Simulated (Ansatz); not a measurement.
# YbRu3 (AuCu3 type): a single-point run

Aim: a sound single-point run of YbRu3 (AuCu3 type). The structure is shown as the input types it.

Computed with Ansatz 0.2.0 (DFT PBE, scalar-relativistic, plane waves, PAW, unless a step's input says otherwise).

1 further run of the same task is left out (set aside as unsound or not needed).

## Step 1: The starting structure

It takes space group Pm-3m (No. 221, cubic). Conventional cell: a = 4.001 Å, b = 4.001 Å, c = 4.001 Å, α = 90.00°, β = 90.00°, γ = 90.00°. Around Yb (site symmetry m-3m) lie 12 Ru at 2.83 Å. Ru (site symmetry 4/mmm) is surrounded by 4 Yb at 2.83 Å and 8 Ru at 2.83 Å.

The input asks for a charge of -6 e on the cell.

As a file:

```
CELL_PARAMETERS angstrom
4.00147 0.00000 0.00000
0.00000 4.00147 0.00000
0.00000 0.00000 4.00147
ATOMIC_POSITIONS crystal
Yb 0.00000 0.00000 0.00000
Ru 0.00000 0.50000 0.50000
Ru 0.50000 0.50000 0.00000
Ru 0.50000 0.00000 0.50000
```

## Step 2: Running it

input.yaml

```yaml
crystal:
  lattice:
    - [4.0014744057, 0.0, 0.0]
    - [0.0, 4.0014744057, 0.0]
    - [0.0, 0.0, 4.0014744057]
  atoms:
    - { symbol: Yb, position: [0.0, 0.0, 0.0] }
    - { symbol: Ru, position: [0.0, 0.5, 0.5] }
    - { symbol: Ru, position: [0.5, 0.5, 0.0] }
    - { symbol: Ru, position: [0.5, 0.0, 0.5] }
basis:
  ecutwfc: 420
  ecutrho_ratio: 4
kpoints:
  mp_grid: { grid: [8, 8, 8] }
hamiltonian:
  xc: pbe
scf:
  occupations: { method: gaussian, width: 0.05 }
  max_iter: 100
output:
  forces: true
  stress: true
total_charge: -6
```

The run is started by

```
ansatz run input.yaml --threads 2 --pin off --max-ram 2662MiB --backend cpu --events-out ev --progress --plain --runs-dir out
```

What happens when this is run?

This run ends as converged. It gives a pressure of -49 GPa, which is large.

Look at the input: total_charge is -6. With this charge the calculation describes a differently charged system.

The test: delete total_charge (the default then holds).
